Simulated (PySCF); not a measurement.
# How the numerical set-up moves the result for Cd2S2

Aim: see how much the energy and properties of Cd2S2 depend on the numerical set-up.

Method: method and basis as typed in the scripts; program: PySCF 2.14.0.

1 further run of the same task is left out (it didn't finish).

### 1 The starting structure

Cd2S2: 4 atoms, charge 0, spin multiplicity 1.

Bond lengths: Cd1–Cd2 2.720 Å, Cd1–S3 2.390 Å, Cd1–S4 2.390 Å, Cd2–S3 2.390 Å, Cd2–S4 2.390 Å. Angles: Cd2–Cd1–S3 55.3°, Cd2–Cd1–S4 55.3°, S3–Cd1–S4 110.6°, Cd1–Cd2–S3 55.3°, Cd1–Cd2–S4 55.3°, S3–Cd2–S4 110.6°, Cd1–S3–Cd2 69.4°, Cd1–S4–Cd2 69.4°.

Geometry (Å):

```mol
Cd2S2
  3D, bonds by distance, orders not assigned

  4  5  0  0  0  0  0  0  0  0999 V2000
    1.3601    0.0000    0.0000 Cd  0  0
   -1.3601    0.0000    0.0000 Cd  0  0
    0.0000    1.9650    0.0000 S   0  0
    0.0000   -1.9650    0.0000 S   0  0
  1  2  8  0
  1  3  8  0
  1  4  8  0
  2  3  8  0
  2  4  8  0
M  END
```

### 2 The base run

File input.py:

```python
from pyscf import gto, scf, mp

mol = gto.M(
    atom='Cd 1.3601 0 0; Cd -1.3601 0 0; S 0 1.965 0; S 0 -1.965 0',
    basis='sbkjc',
    ecp={'Cd': 'sbkjc', 'S': 'sbkjc'},
    charge=0,
    spin=0,
    verbose=4,
)
mf = scf.UHF(mol)
mf.kernel()
mp.MP2(mf).kernel()
mf.dip_moment()
print('orbital energies (hartree):', [e[max(0, n-3):n+3].round(4) for e, n in zip(mf.mo_energy, mol.nelec)])
```

Command:

```
> OMP_NUM_THREADS=1 python input.py
```

Its log is not repeated here.

Base result: E(SCF) = -351.895044 Eh, 13 cycles, E(MP2) − E(SCF) = -0.50173 Eh, μ = 0.00 D (of the SCF density).

### 3 Density fitting weigend

Edit 1 changes density fitting: none → weigend.

File input.py:

```python
from pyscf import gto, scf, mp

mol = gto.M(
    atom='Cd 1.3601 0 0; Cd -1.3601 0 0; S 0 1.965 0; S 0 -1.965 0',
    basis='sbkjc',
    ecp={'Cd': 'sbkjc', 'S': 'sbkjc'},
    charge=0,
    spin=0,
    verbose=4,
)
mf = scf.UHF(mol)
mf = mf.density_fit(auxbasis='weigend')
mf.kernel()
mp.MP2(mf).kernel()
mf.dip_moment()
print('orbital energies (hartree):', [e[max(0, n-3):n+3].round(4) for e, n in zip(mf.mo_energy, mol.nelec)])
```

Command:

```
> OMP_NUM_THREADS=1 python input.py
```

### 4 Lanl2dz

Edit 2 changes basis set: sbkjc → lanl2dz. The core potential changes with it: totals don't compare.

Edit input.py of step 2 so:

```diff
@@ -4,4 +4,4 @@
     atom='Cd 1.3601 0 0; Cd -1.3601 0 0; S 0 1.965 0; S 0 -1.965 0',
-    basis='sbkjc',
-    ecp={'Cd': 'sbkjc', 'S': 'sbkjc'},
+    basis='lanl2dz',
+    ecp={'Cd': 'lanl2dz', 'S': 'lanl2dz'},
     charge=0,
```

### 5 Density fitting def2-universal-jkfit

Edit 3 changes density fitting: none → def2-universal-jkfit.

Edit input.py of step 2 so:

```diff
@@ -11,2 +11,3 @@
 mf = scf.UHF(mol)
+mf = mf.density_fit(auxbasis='def2-universal-jkfit')
 mf.kernel()
```

What does the calculation give? Wanted: for each run, E(SCF); from base; gap; SCF dipole; after the SCF.

**Answer**, as computed:

| run | E(SCF) (hartree) | from base (eV) | cycles | gap (eV) | SCF dipole (D) | functions | after the SCF |
| --- | --- | --- | --- | --- | --- | --- | --- |
| base | -351.895044 | 0 | 13 | 7.81 | 0.00 | 78 | MP2 correlation -13.653 eV |
| density fitting weigend (poor choice) | -350.835215 | not comparable | 13 | 7.80 | 0.00 | 78 | MP2 correlation -14.089 eV |
| lanl2dz | -112.961452 | not comparable | 10 | 7.82 | 0.00 | 52 | MP2 correlation -6.840 eV |
| density fitting def2-universal-jkfit | -351.894854 | not comparable | 13 | 7.81 | 0.00 | 78 | MP2 correlation -13.653 eV |

**Reading.** Rows marked «poor choice» come from settings spoiled on purpose.
